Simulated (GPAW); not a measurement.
The system is ZrSi2.

```
Zr Si
1.0
     1.85300   -7.36750    0.00000
     1.85300    7.36750    0.00000
     0.00000    0.00000    3.67200
Zr Si
2 4
Direct
  0.10540 0.89460 0.25000
  0.89460 0.10540 0.75000
  0.75040 0.24960 0.25000
  0.24960 0.75040 0.75000
  0.44780 0.55220 0.25000
  0.55220 0.44780 0.75000
```

Base run:

```yaml
Program: GPAW 26.7.0
Functional: PBE
Potentials_or_basis: GPAW PAW data sets (gpaw-data 1.2.1)
Cutoff: 450 eV
Basis: pw
k_mesh: 6 × 6 × 6
Occupations: fermi-dirac, width 0.05 eV
Spin: no spin polarisation
```

Its results: pressure 0.5 GPa; largest force 0.220 eV/Å.

Q: The run is repeated on the same cell with these changes: cutoff from 450 eV to 600 eV; k mesh from 6 × 6 × 6 to 5 × 5 × 5. What comes out?

A: Pressure 1.0 GPa; largest force 0.150 eV/Å.

Caveats: the cutoff is short for stress and forces, so pressures can be off by a GPa or more (some runs).

Not every run made on this cell is shown here.
